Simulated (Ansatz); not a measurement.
# Titanium, bcc under m-r²SCAN: ground state and equation of state

The plan for titanium in the bcc structure: relax it, solve it on a dense k-mesh, then scale the cell to 7 volumes from 88 to 112 % of the relaxed one and try a fit of the equation of state. The start is ferromagnetic. The k-meshes are 13×13×13 for the relaxation; 22×22×22 for the dense run; 15×15×15 for the volumes.

This is Ti in the bcc structure; at room conditions it is hcp.

Method: DFT m-r2SCAN, plane waves (500 eV) with PAW, scalar-relativistic; the PAW data stem from PBE, with regenerated cores; m-r²SCAN is r²SCAN on the gauge-invariant kinetic-energy density, in Ansatz 0.2.0.

**1. The structure to begin with**

Symmetry: Im-3m, No. 229, cubic system. Conventional cell: a = 3.281 Å, b = 3.281 Å, c = 3.281 Å, α = 90.00°, β = 90.00°, γ = 90.00°. Ti (site symmetry m-3m) is surrounded by 8 Ti at 2.84 Å.

Structure file:

```xyz
1
Lattice="-1.6404 1.6404 1.6404 1.6404 -1.6404 1.6404 1.6404 1.6404 -1.6404" Properties=species:S:1:pos:R:3 pbc="T T T"
Ti    0.0000    0.0000    0.0000
```

Starting moments (μB): +1.

**2. Relaxation of the cell**

The input, input.yaml:

```yaml
crystal:
  lattice:
    - [-1.6404466475, 1.6404466475, 1.6404466475]
    - [1.6404466475, -1.6404466475, 1.6404466475]
    - [1.6404466475, 1.6404466475, -1.6404466475]
  atoms:
    - { symbol: Ti, position: [0.0, 0.0, 0.0], spin: 1.0 }
hamiltonian:
  xc: mr2scan
  pseudopotentials:
    kind: paw
    azcp:
      Ti: "pseudopotentials/Ti.paw.azcp"
basis:
  ecutwfc: 500
  fft_grid_basis: typed
kpoints:
  mp_grid: { grid: [13, 13, 13], shift: [0, 0, 0] }
magnetization:
  spin_polarized: true
scf:
  occupations: { method: fermi_dirac, width: 0.05 }
relax:
  max_steps: 60
  f_tol: 0.01
  cell: {}
```

The run is started by

```bash
> ansatz run input.yaml --threads 2 --pin off --max-ram 6144MiB --backend cpu --events-out ev --progress --plain --runs-dir out
```

Further steps of the session: Single point on a dense mesh; Volume × 0.88; Volume × 0.92; Volume × 0.96; Volume × 1.0; Volume × 1.04; Volume × 1.08; Volume × 1.12.

Before running it: what results should come out? Wanted: space group; conventional cell; volume; shortest distance; gap on the mesh; magnetic state; relative to hcp.

The runs gave:

| quantity | value |
| --- | --- |
| space group (spins left aside) | Im-3m (No. 229) |
| conventional cell | a = 3.252 Å |
| volume | 17.201 Å³/atom |
| shortest distance | 2.817 Å |
| gap on the mesh | none (levels filled in part) |
| magnetic state | non-magnetic |
| relative to hcp | +137 meV/atom |

The relaxation shrank the cell by 2.6 % in volume. It lies 137 meV/atom above the element's reference form at the same level (hcp, from a run of its own). The starting moments do not survive. Levels at the Fermi energy are filled in part, as in a metal. Relaxation kept the symmetry; phonons were not checked.
